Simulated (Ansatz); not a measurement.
# Si2W: the cost of one run

Program: Ansatz 0.2.0. Level of theory: DFT PBE, scalar-relativistic, plane waves, PAW. These are calculated values, not measurements.

## 1. Starting point

It takes space group I4/mmm (No. 139, tetragonal). Conventional cell: a = 3.214 Å, b = 3.214 Å, c = 7.830 Å, α = 90.00°, β = 90.00°, γ = 90.00°. Si (site symmetry 4mm) has 5 Si at 2.59 to 2.63 Å and 5 W at 2.62 Å as nearest neighbours. Around W (site symmetry 4/mmm) lie 10 Si at 2.62 Å.

Coordinates:

```xyz
3
Lattice="-1.6069 1.6069 3.9150 1.6069 -1.6069 3.9150 1.6069 1.6069 -3.9150" Properties=species:S:1:pos:R:3 pbc="T T T"
Si    0.0000    0.0000    2.6207
Si    0.0000    0.0000    5.2092
W     0.0000    0.0000    0.0000
```

The structure rests on an entry of the Crystallography Open Database; cell or positions may have been set otherwise for this series.

## 2. Relaxing cell and atoms: Si2W, no spin

input.yaml reads:

```yaml
crystal:
  lattice:
    - [-1.6069, 1.6069, 3.91495]
    - [1.6069, -1.6069, 3.91495]
    - [1.6069, 1.6069, -3.91495]
  atoms:
    - { symbol: Si, position: [0.3347, 0.3347, 0.0] }
    - { symbol: Si, position: [0.6653, 0.6653, 0.0] }
    - { symbol: W, position: [0.0, 0.0, 0.0] }
scf:
  occupations: { method: methfessel_paxton, width: 0.1 }
output:
  forces: true
  stress: true
  eigenvalues: true
  write_density: true
  write_potential: true
  elf: true
  volumetric_format: npy
kpoints:
  mp_grid: { grid: [20, 20, 20] }
hamiltonian:
  xc: pbe
relax:
  f_tol: 0.01
  adjacent_minimum: "off"
  cell: { stress_tol: 0.05 }
```

Launch:

```console
ansatz run input.yaml --threads 8 --pin off --max-ram 26624MiB --backend cpu --events-out ev --progress --plain --runs-dir out
```

What time and memory should one allow on 8 threads of Intel Xeon Platinum 8488C (Sapphire Rapids), shared host?

About 11 s, with a peak of 0.75 GiB.
